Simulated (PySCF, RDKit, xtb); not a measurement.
# CH2OSn: a search for the lowest isomer, part 2 of 2

Task: start from the formula CH2OSn, draw up candidate structures, narrow them down in stages, and characterise the one that lies lowest at 298.15 K.

xtb, Ansatz and PySCF; isolated molecules. Earlier steps stand in the parts before.

## 5. Relaxing the best candidates

4 candidates are relaxed at B3LYP-D3(BJ)/def2-SVP (chosen among the lowest in one piece, with other spins of them). The first, c242:

Input file start.xyz:

```xyz
5
CH2OSn
C      0.213164     0.218572     0.331975
O     -0.939522     0.120487    -0.508314
Sn    -1.264785     1.778291     0.601635
H      0.300299    -0.642003     0.997985
H      1.125865     0.358242    -0.250832
```

Input file job.py:

```python
# [CH2]1[O][Sn]1
from pyscf import gto, dft
from pyscf.geomopt.geometric_solver import kernel as optimise

mol = gto.M(
    atom='start.xyz',
    spin=0,
    ecp={'Sn': 'def2-svp'},
    max_memory=3720,
    verbose=3,
    basis='def2-svp',
)

calc0 = dft.RKS(mol)
calc0.xc = 'b3lyp'
calc0 = calc0.density_fit(auxbasis='def2-universal-jkfit')
calc0.max_cycle = 100
calc0.grids.level = 3
calc0.disp = 'd3bj'
calc0.conv_tol = 1e-09
converged, mol_eq = optimise(calc0, maxsteps=120, convergence_set='GAU_TIGHT')
print('converged:', converged)
print(mol_eq.tostring())

calc0.reset(mol_eq)
mol = mol_eq
calc0.kernel()
if not calc0.converged:
    calc0 = calc0.newton().run(calc0.mo_coeff, calc0.mo_occ)
e_tot = calc0.e_tot
print(f'total energy: {e_tot:.8f} hartree')
```

On the command line:

```bash
$ OMP_NUM_THREADS=2 python job.py
```

Log:

```text
#|     Arguments passed to driver run_optimizer():      |#
convergence_set           GAU_TIGHT
maxiter                   120
----------------------------------------------------------
Custom engine selected.
Bonds will be generated from interatomic distances less than 1.20 times sum of covalent radii
15 internal coordinates being used (instead of 15 Cartesians)
Internal coordinate system (atoms numbered from 1):
Distance 1-2
Distance 1-3
Distance 1-4
Distance 1-5
Distance 2-3
Angle 2-1-3
Angle 2-1-4
Angle 2-1-5
Angle 3-1-5
Angle 4-1-5
Angle 1-2-3
Angle 1-3-2
Out-of-Plane 1-3-4-5
Dihedral 4-1-2-3
Dihedral 5-1-2-3
Dihedral 4-1-3-2
Dihedral 5-1-3-2
Translation-X 1-5
Translation-Y 1-5
Translation-Z 1-5
Rotation-A 1-5
Rotation-B 1-5
Rotation-C 1-5
> ===== Optimization Info: ====
> Job type: Energy minimization
> Maximum number of optimization cycles: 120
> Initial / maximum trust radius (Angstrom): 0.100 / 0.300
> Convergence Criteria:
> Will converge when all 5 criteria are reached:
>  |Delta-E| < 1.00e-06
>  RMS-Grad  < 1.00e-05
>  Max-Grad  < 1.50e-05
>  RMS-Disp  < 4.00e-05
>  Max-Disp  < 6.00e-05
> === End Optimization Info ===

Geometry optimization cycle 1
Cartesian coordinates (Angstrom)
 Atom        New coordinates             dX        dY        dZ
   C   0.213164   0.218572   0.331975    0.000000  0.000000  0.000000
   O  -0.939522   0.120487  -0.508314    0.000000  0.000000  0.000000
  Sn  -1.264785   1.778291   0.601635    0.000000  0.000000  0.000000
   H   0.300299  -0.642003   0.997985   -0.000000  0.000000  0.000000
   H   1.125865   0.358242  -0.250832    0.000000  0.000000  0.000000

WARN: Mole.unit (angstrom) is changed to Bohr

converged SCF energy = -328.777102929217
--------------- DFRKS_Scanner gradients ---------------
         x                y                z
0 C     0.0045856930     0.0125843221     0.0132686004
1 O    -0.0012101594     0.0042125657     0.0026515730
2 Sn     0.0067728395    -0.0140200626    -0.0067767692
3 H    -0.0019791889     0.0023398967    -0.0092809481
4 H    -0.0081277623    -0.0051735149     0.0001567799
----------------------------------------------
cycle 1: E = -328.777102929  dE = -328.777  norm(grad) = 0.0292989
Step    0 : Gradient = 1.310e-02/1.885e-02 (rms/max) Energy = -328.7771029292
Hessian Eigenvalues: 4.38031e-02 5.00000e-02 5.00000e-02 ... 3.45554e-01 3.46131e-01 3.93130e-01

Geometry optimization cycle 2
Cartesian coordinates (Angstrom)
 Atom        New coordinates             dX        dY        dZ
   C   0.211788   0.188155   0.291137   -0.001376 -0.030417 -0.040838
   O  -0.954214   0.120642  -0.533572   -0.014692  0.000155 -0.025258
  Sn  -1.271039   1.784250   0.630896   -0.006254  0.005959  0.029261
   H   0.291728  -0.621218   1.036980   -0.008571  0.020785  0.038995
   H   1.154565   0.364766  -0.254010    0.028700  0.006524 -0.003178
converged SCF energy = -328.778949426872
--------------- DFRKS_Scanner gradients ---------------
         x                y                z
0 C     0.0090378227     0.0037913568     0.0068305655
1 O    -0.0094623323     0.0005122999    -0.0063599355
2 Sn     0.0003096529    -0.0026376853    -0.0003164769
3 H    -0.0007444557    -0.0004220526     0.0009106193
4 H     0.0009039227    -0.0013322313    -0.0010787224
----------------------------------------------
cycle 2: E = -328.778949427  dE = -0.0018465  norm(grad) = 0.0168947
Step    1 : Displace = 3.815e-02/5.089e-02 (rms/max) Trust = 1.000e-01 (=) Grad = 7.556e-03/1.195e-02 (rms/max) E (change) = -328.7789494269 (-1.846e-03) Quality = 1.038
Hessian Eigenvalues: 4.71180e-02 4.99989e-02 5.00000e-02 ... 3.40363e-01 3.45614e-01 4.49428e-01

Geometry optimization cycle 3
Cartesian coordinates (Angstrom)
 Atom        New coordinates             dX        dY        dZ
   C   0.204497   0.180131   0.286121   -0.007291 -0.008024 -0.005016
   O  -0.952291   0.116067  -0.526276    0.001923 -0.004575  0.007296
  Sn  -1.267577   1.798276   0.628324    0.003462  0.014026 -0.002572
   H   0.295846  -0.628637   1.031743    0.004118 -0.007419 -0.005237
   H   1.149570   0.376085  -0.247844   -0.004995  0.011319  0.006165
converged SCF energy = -328.77932241219
--------------- DFRKS_Scanner gradients ---------------
         x                y                z
0 C     0.0057606982     0.0022851823     0.0033071535
1 O    -0.0056253780    -0.0005955777    -0.0038006126
2 Sn    -0.0004116253    -0.0002479635     0.0002390086
3 H    -0.0003150517    -0.0006802007     0.0004241575
4 H     0.0006183541    -0.0008452743    -0.0001763929
----------------------------------------------
cycle 3: E = -328.779322412  dE = -0.000372985  norm(grad) = 0.00989682
Step    2 : Displace = 1.192e-02/1.358e-02 (rms/max) Trust = 1.414e-01 (+) Grad = 4.426e-03/7.025e-03 (rms/max) E (change) = -328.7793224122 (-3.730e-04) Quality = 1.499
Hessian Eigenvalues: 3.65779e-02 4.99845e-02 5.00000e-02 ... 2.79160e-01 3.46055e-01 3.59040e-01

Geometry optimization cycle 4
Cartesian coordinates (Angstrom)
 Atom        New coordinates             dX        dY        dZ
   C   0.195349   0.170549   0.278564   -0.009147 -0.009582 -0.007557
   O  -0.947175   0.115714  -0.521743    0.005116 -0.000353  0.004533
  Sn  -1.259536   1.807419   0.629553    0.008041  0.009144  0.001229
   H   0.296075  -0.630084   1.030861    0.000228 -0.001446 -0.000882
   H   1.141754   0.388392  -0.244499   -0.007816  0.012307  0.003346
converged SCF energy = -328.779464658218
--------------- DFRKS_Scanner gradients ---------------
[... 19 lines left out ...]
converged SCF energy = -328.779467425069
[... 20 lines left out ...]
converged SCF energy = -328.779467711997
[... 20 lines left out ...]
converged SCF energy = -328.779468097362
[... 20 lines left out ...]
converged SCF energy = -328.779467941461
[... 21 lines left out ...]
converged SCF energy = -328.779468532628
[... 20 lines left out ...]
converged SCF energy = -328.779469035488
[... 20 lines left out ...]
converged SCF energy = -328.779469608125
[... 20 lines left out ...]
converged SCF energy = -328.779470213835
[... 20 lines left out ...]
converged SCF energy = -328.77947078626
[... 20 lines left out ...]
converged SCF energy = -328.779471280047
[... 20 lines left out ...]
converged SCF energy = -328.779471953571
[... 20 lines left out ...]
converged SCF energy = -328.77947136716
[... 20 lines left out ...]
converged SCF energy = -328.779468148242
[... 20 lines left out ...]
converged SCF energy = -328.779468843222
[... 20 lines left out ...]
converged SCF energy = -328.779469544645
[... 20 lines left out ...]
converged SCF energy = -328.779470070962
[... 20 lines left out ...]
converged SCF energy = -328.779460843521
[... 21 lines left out ...]
converged SCF energy = -328.779470152884
[... 20 lines left out ...]
converged SCF energy = -328.77947009261
[... 20 lines left out ...]
converged SCF energy = -328.779469973344
[... 20 lines left out ...]
converged SCF energy = -328.779469856457
[... 20 lines left out ...]
converged SCF energy = -328.779469799402
[... 20 lines left out ...]
converged SCF energy = -328.779469761329
[... 20 lines left out ...]
converged SCF energy = -328.77946972666
[... 20 lines left out ...]
converged SCF energy = -328.779469688672
[... 20 lines left out ...]
converged SCF energy = -328.779469634107
[... 21 lines left out ...]
converged SCF energy = -328.779469572415
[... 20 lines left out ...]
converged SCF energy = -328.779469480727
[... 21 lines left out ...]
converged SCF energy = -328.779469378558
[... 21 lines left out ...]
converged SCF energy = -328.779469269543
[... 21 lines left out ...]
converged SCF energy = -328.779469157199
[... 21 lines left out ...]
converged SCF energy = -328.779469037518
[... 21 lines left out ...]
converged SCF energy = -328.779468904136
[... 21 lines left out ...]
converged SCF energy = -328.779468695183
[... 21 lines left out ...]
converged SCF energy = -328.779468501168
[... 21 lines left out ...]
converged SCF energy = -328.779468303417
[... 21 lines left out ...]
converged SCF energy = -328.779468124979
[... 21 lines left out ...]
converged SCF energy = -328.779467943269
[... 21 lines left out ...]
converged SCF energy = -328.779467758323
[... 21 lines left out ...]
converged SCF energy = -328.779467567304
[... 21 lines left out ...]
converged SCF energy = -328.779467365947
[... 21 lines left out ...]
converged SCF energy = -328.779467150444
[... 11 lines left out ...]
Hessian Eigenvalues: 6.12289e-04 7.69089e-04 4.67666e-02 ... 3.45792e-01 3.59902e-01 1.45917e+00

Geometry optimization cycle 47
Cartesian coordinates (Angstrom)
 Atom        New coordinates             dX        dY        dZ
   C   0.167538   0.220024   0.268557   -0.000195 -0.000282 -0.000258
   O  -1.001509   0.295768  -0.494441   -0.000553  0.001098  0.000428
  Sn  -1.141186   1.945114   0.748392    0.001669  0.000733  0.001175
   H   0.227978  -0.626548   0.973019   -0.000578 -0.000617 -0.000629
   H   1.110310   0.390837  -0.277888   -0.000343 -0.000927 -0.000716
converged SCF energy = -328.779466919531
--------------- DFRKS_Scanner gradients ---------------
         x                y                z
0 C    -0.0000310859    -0.0000054153    -0.0000210607
1 O    -0.0000356661     0.0000072804    -0.0000162166
2 Sn     0.0000259005     0.0000015868     0.0000229340
3 H    -0.0000097139     0.0000090011    -0.0000005743
4 H    -0.0000121784     0.0000106278     0.0000025469
----------------------------------------------
cycle 47: E = -328.77946692  dE = 2.30913e-07  norm(grad) = 6.83377e-05
Step   46 : Displace = 4.054e-06/5.210e-06 (rms/max) Trust = 4.000e-06 (=) Grad = 1.128e-05/1.833e-05 (rms/max) E (change) = -328.7794669195 (+2.309e-07) Quality = -1.601
Not rejecting step - trust below tmin = 4.000e-06
Hessian Eigenvalues: 6.12365e-04 7.77060e-04 4.67729e-02 ... 3.45791e-01 3.59897e-01 1.45712e+00

Geometry optimization cycle 48
Cartesian coordinates (Angstrom)
 Atom        New coordinates             dX        dY        dZ
   C   0.167331   0.219726   0.268288   -0.000207 -0.000298 -0.000270
   O  -1.002091   0.296929  -0.493991   -0.000582  0.001161  0.000450
  Sn  -1.139417   1.945893   0.749621    0.001770  0.000779  0.001229
   H   0.227360  -0.627197   0.972363   -0.000618 -0.000649 -0.000657
   H   1.109948   0.389850  -0.278640   -0.000363 -0.000987 -0.000752
converged SCF energy = -328.77946667533
--------------- DFRKS_Scanner gradients ---------------
         x                y                z
0 C    -0.0000310459    -0.0000050207    -0.0000205887
1 O    -0.0000358505     0.0000080932    -0.0000157265
2 Sn     0.0000263066     0.0000022994     0.0000237283
3 H    -0.0000098136     0.0000091505    -0.0000004185
4 H    -0.0000122037     0.0000108882     0.0000026205
----------------------------------------------
cycle 48: E = -328.779466675  dE = 2.44202e-07  norm(grad) = 6.87455e-05
Step   47 : Displace = 4.069e-06/5.791e-06 (rms/max) Trust = 4.000e-06 (=) Grad = 1.076e-05/1.743e-05 (rms/max) E (change) = -328.7794666753 (+2.442e-07) Quality = -1.677
Not rejecting step - trust below tmin = 4.000e-06
Hessian Eigenvalues: 6.12439e-04 7.84770e-04 4.67752e-02 ... 3.45790e-01 3.59891e-01 1.45490e+00

Geometry optimization cycle 49
Cartesian coordinates (Angstrom)
 Atom        New coordinates             dX        dY        dZ
   C   0.167115   0.219416   0.268011   -0.000217 -0.000310 -0.000277
   O  -1.002693   0.298134  -0.493525   -0.000602  0.001205  0.000466
  Sn  -1.137572   1.946709   0.750882    0.001844  0.000815  0.001261
   H   0.226708  -0.627867   0.971690   -0.000651 -0.000670 -0.000673
   H   1.109572   0.388816  -0.279416   -0.000376 -0.001034 -0.000777
converged SCF energy = -328.779466421918
--------------- DFRKS_Scanner gradients ---------------
         x                y                z
0 C    -0.0000307803    -0.0000043943    -0.0000197785
1 O    -0.0000363490     0.0000088118    -0.0000155347
2 Sn     0.0000267252     0.0000030687     0.0000245774
3 H    -0.0000099122     0.0000091298    -0.0000001645
4 H    -0.0000120741     0.0000111459     0.0000025745
----------------------------------------------
cycle 49: E = -328.779466422  dE = 2.53412e-07  norm(grad) = 6.91673e-05
Step   48 : Displace = 4.054e-06/6.199e-06 (rms/max) Trust = 4.000e-06 (=) Grad = 1.014e-05/1.642e-05 (rms/max) E (change) = -328.7794664219 (+2.534e-07) Quality = -1.763
Not rejecting step - trust below tmin = 4.000e-06
Hessian Eigenvalues: 6.12485e-04 7.91706e-04 4.67697e-02 ... 3.45789e-01 3.59886e-01 1.45318e+00

Geometry optimization cycle 50
Cartesian coordinates (Angstrom)
 Atom        New coordinates             dX        dY        dZ
   C   0.166891   0.219098   0.267731   -0.000224 -0.000318 -0.000280
   O  -1.003306   0.299369  -0.493049   -0.000613  0.001235  0.000476
  Sn  -1.135673   1.947552   0.752158    0.001899  0.000843  0.001275
   H   0.226030  -0.628549   0.971010   -0.000678 -0.000682 -0.000680
   H   1.109187   0.387744  -0.280207   -0.000385 -0.001072 -0.000791
converged SCF energy = -328.779466162568
--------------- DFRKS_Scanner gradients ---------------
         x                y                z
0 C    -0.0000303483    -0.0000036110    -0.0000187353
1 O    -0.0000370284     0.0000094632    -0.0000155258
2 Sn     0.0000271366     0.0000038632     0.0000254433
3 H    -0.0000100071     0.0000089930     0.0000001488
4 H    -0.0000118431     0.0000113899     0.0000024481
----------------------------------------------
cycle 50: E = -328.779466163  dE = 2.5935e-07  norm(grad) = 6.95879e-05
Step   49 : Displace = 3.995e-06/6.381e-06 (rms/max) Trust = 4.000e-06 (=) Grad = 9.499e-06/1.534e-05 (rms/max) E (change) = -328.7794661626 (+2.593e-07) Quality = -1.859
Not rejecting step - trust below tmin = 4.000e-06
Hessian Eigenvalues: 6.12500e-04 7.97319e-04 4.67515e-02 ... 3.45789e-01 3.59883e-01 1.45226e+00

Geometry optimization cycle 51
Cartesian coordinates (Angstrom)
 Atom        New coordinates             dX        dY        dZ
   C   0.166660   0.218771   0.267449   -0.000231 -0.000327 -0.000283
   O  -1.003929   0.300634  -0.492563   -0.000624  0.001264  0.000485
  Sn  -1.133719   1.948424   0.753444    0.001954  0.000872  0.001286
   H   0.225323  -0.629243   0.970326   -0.000707 -0.000694 -0.000684
   H   1.108793   0.386633  -0.281011   -0.000394 -0.001111 -0.000804
converged SCF energy = -328.779465897837
--------------- DFRKS_Scanner gradients ---------------
         x                y                z
0 C    -0.0000298217    -0.0000027527    -0.0000175739
1 O    -0.0000377423     0.0000100861    -0.0000155667
2 Sn     0.0000275252     0.0000046594     0.0000262960
3 H    -0.0000100953     0.0000088030     0.0000004818
4 H    -0.0000115689     0.0000116140     0.0000022872
----------------------------------------------
cycle 51: E = -328.779465898  dE = 2.64731e-07  norm(grad) = 6.99908e-05
Step   50 : Displace = 3.900e-06/6.373e-06 (rms/max) Trust = 4.000e-06 (=) Grad = 8.866e-06/1.422e-05 (rms/max) E (change) = -328.7794658978 (+2.647e-07) Quality = -1.968
Hessian Eigenvalues: 6.12500e-04 7.97319e-04 4.67515e-02 ... 3.45789e-01 3.59883e-01 1.45226e+00
Converged! =D

converged: True
C           0.16666014        0.21877075        0.26744852
O          -1.00392937        0.30063373       -0.49256323
Sn         -1.13371911        1.94842447        0.75344384
H           0.22532350       -0.62924288        0.97032600
H           1.10879324        0.38663291       -0.28101093
converged SCF energy = -328.77946589783
total energy: -328.77946590 hartree
```

Wall time 5.4 min (2 threads of Intel Xeon at 2.50GHz (Skylake/Cascade Lake), shared host); peak memory 0.68 GiB.

Energy change by step (eV): 0.0000, -0.0502, -0.0604, -0.0643, -0.0643, -0.0643, -0.0644, -0.0644, -0.0644, -0.0644, -0.0644, -0.0644, -0.0644, -0.0644, -0.0645, -0.0644, -0.0644, -0.0644, -0.0644, -0.0644, -0.0642, -0.0644, -0.0644, -0.0644, -0.0644, -0.0644, -0.0644, -0.0644, -0.0644, -0.0644.

After the run. Bond lengths: C1–O2 1.398 Å, C1–Sn3 2.218 Å, O2–Sn3 2.070 Å, C1–H4 1.103 Å, C1–H5 1.103 Å. Angles: C1–O2–Sn3 76.8°, O2–C1–Sn3 65.3°, C1–Sn3–O2 37.9°, O2–C1–H4 115.8°, O2–C1–H5 115.8°, Sn3–C1–H4 119.4°, Sn3–C1–H5 119.4°, H4–C1–H5 112.9°.

## 6. After refinement

```csv
label,spin,r2SCAN-D4/def2-SVP (kcal/mol),"B3LYP-D3(BJ)/def2-SVP, relaxed (kcal/mol)",time,note
c242,singlet,0.0,0.0,5.4 min,
c751a,singlet,4.8,0.6,1.9 min,
c763,singlet,11.1,9.2,2.7 min,rearranged to O=[CH][SnH]
c459a,triplet,12.1,12.8,3.2 min,rearranged to [CH2][O][Sn]
```

c242: Bond lengths: C1–O2 1.398 Å, C1–Sn3 2.218 Å, O2–Sn3 2.070 Å, C1–H4 1.103 Å, C1–H5 1.103 Å. Angles: C1–O2–Sn3 76.8°, O2–C1–Sn3 65.3°, C1–Sn3–O2 37.9°, O2–C1–H4 115.8°, O2–C1–H5 115.8°, Sn3–C1–H4 119.4°, Sn3–C1–H5 119.4°, H4–C1–H5 112.9°.

c751a: Bond lengths: C1–O2 1.131 Å, C1–Sn3 2.387 Å, Sn3–H4 1.788 Å, Sn3–H5 1.788 Å. Angles: O2–C1–Sn3 175.0°, C1–Sn3–H4 80.1°, C1–Sn3–H5 80.1°, H4–Sn3–H5 91.5°.

c763: Bond lengths: C1–O2 1.222 Å, C1–Sn3 2.235 Å, Sn3–H4 1.794 Å, C1–H5 1.123 Å. Angles: O2–C1–Sn3 92.0°, O2–C1–H5 119.8°, Sn3–C1–H5 148.2°, C1–Sn3–H4 87.9°.

c459a: Bond lengths: C1–O2 1.269 Å, O2–Sn3 2.304 Å, C1–H4 1.109 Å, C1–H5 1.109 Å. Angles: C1–O2–Sn3 90.4°, O2–C1–H4 121.2°, O2–C1–H5 121.2°, H4–C1–H5 116.9°.

## 7. Results

This closing draws on all 2 parts.

| quantity | value |
| --- | --- |
| outcome | no ranking |

No finalist got harmonic vibrations, so no free energies can be compared. The search gives no answer.
